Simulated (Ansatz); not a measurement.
**AsH5OSZn (built from SMILES [AsH3].[OH][Zn][SH]): search for a transition state**

Is there a first-order saddle for this four-centre ligand exchange, which should form Zn1–As5, S2–H4 and break Zn1–S2, H4–As5, and which two structures does it connect?

Computed with Ansatz 0.2.0, Gaussian basis. Level: PBE0-D4, def2-SVP first, then def2-TZVP.

152 further runs of the same task are left out: 152 set aside as unsound or not needed. Runs told in other sessions of the task aren't counted.

### Step 1. The starting structure

The guess: 9 atoms, charge 0, spin multiplicity 1.

Atoms are counted from 1 here; the program's logs count them from 0.

Bond lengths: Zn1–S2 2.526 Å, Zn1–O3 1.726 Å, Zn1–As5 2.526 Å, S2–H6 1.326 Å, O3–H7 0.955 Å, As5–H8 1.502 Å, As5–H9 1.497 Å. Angles: S2–Zn1–O3 135.1°, S2–Zn1–As5 92.9°, O3–Zn1–As5 128.4°, Zn1–S2–H6 94.8°, Zn1–O3–H7 121.1°, Zn1–As5–H8 113.1°, Zn1–As5–H9 109.9°, H8–As5–H9 91.0°.

Coordinates:

```
Zn   -0.5358    0.4052   -0.7790
S     1.8924   -0.2888   -0.7216
O    -1.6965    0.6954   -2.0232
H     0.7655   -0.5364    0.6942
As   -0.9397   -0.3412    1.6006
H     2.3180    0.8385   -0.1685
H    -1.4232    0.8726   -2.9208
H     0.1283    0.1195    2.5510
H    -0.5090   -1.7647    1.7673
```

Distances that are to change: Zn1–As5 2.53 Å, S2–H4 1.83 Å, Zn1–S2 2.53 Å, H4–As5 1.94 Å.

### Step 2. Constrained relaxation of the guess

The input, hold/in.yaml:

```yaml
crystal:
  periodic: [false, false, false]
  atoms:
    - {symbol: Zn, position_ang: [-0.535800, 0.405200, -0.779000]}
    - {symbol: S, position_ang: [1.892400, -0.288800, -0.721600]}
    - {symbol: O, position_ang: [-1.696500, 0.695400, -2.023200]}
    - {symbol: H, position_ang: [0.765500, -0.536400, 0.694200]}
    - {symbol: As, position_ang: [-0.939700, -0.341200, 1.600600]}
    - {symbol: H, position_ang: [2.318000, 0.838500, -0.168500]}
    - {symbol: H, position_ang: [-1.423200, 0.872600, -2.920800]}
    - {symbol: H, position_ang: [0.128300, 0.119500, 2.551000]}
    - {symbol: H, position_ang: [-0.509000, -1.764700, 1.767300]}
basis:
  gaussian: {orbitals: def2-SVP}
hamiltonian: {xc: pbe0, dispersion: d4}
relax: {f_tol: 0.04, max_steps: 150, escape_saddle: false, constraints: [{distance: [0, 4]}, {distance: [1, 3]}, {distance: [0, 1]}, {distance: [3, 4]}]}
```

Command:

```console
$ ansatz run in.yaml --threads 8 --pin off --events-out ev --progress --plain --max-ram 19148MiB
```

After this run come: A starting Hessian; Saddle search in the small basis; Saddle search in triple zeta; Checking the order of the point; Relaxing after a step of 0.30 Å one way along the mode; Relaxing after a step of 0.30 Å the other way along the mode.

Before running it: what results should come out? Wanted: imaginary mode; barrier from the start side; barrier from the end side; energy of the step; pairs that change; zero-point energy at the saddle.

As calculated:

```
                       quantity                                                       value
                 imaginary mode                                                   897i cm⁻¹
    barrier from the start side                                                105.7 kJ/mol
      barrier from the end side                                                 97.3 kJ/mol
             energy of the step                                                 +8.4 kJ/mol
              pairs that change  Zn1–As5 formed, S2–H4 formed, Zn1–S2 broken, H4–As5 broken
zero-point energy at the saddle                                                    1.156 eV
```

What this shows: One imaginary mode, 897i cm⁻¹, makes this a first-order saddle. The two relaxations end on the structures that were planned. At PBE0-D4/def2-TZVP the electronic barrier is 105.7 kJ/mol, about 43 kT at 298 K, and the step runs 8.4 kJ/mol uphill. These are plain relaxations, not an intrinsic reaction coordinate. Lower complexes than these ends may exist.
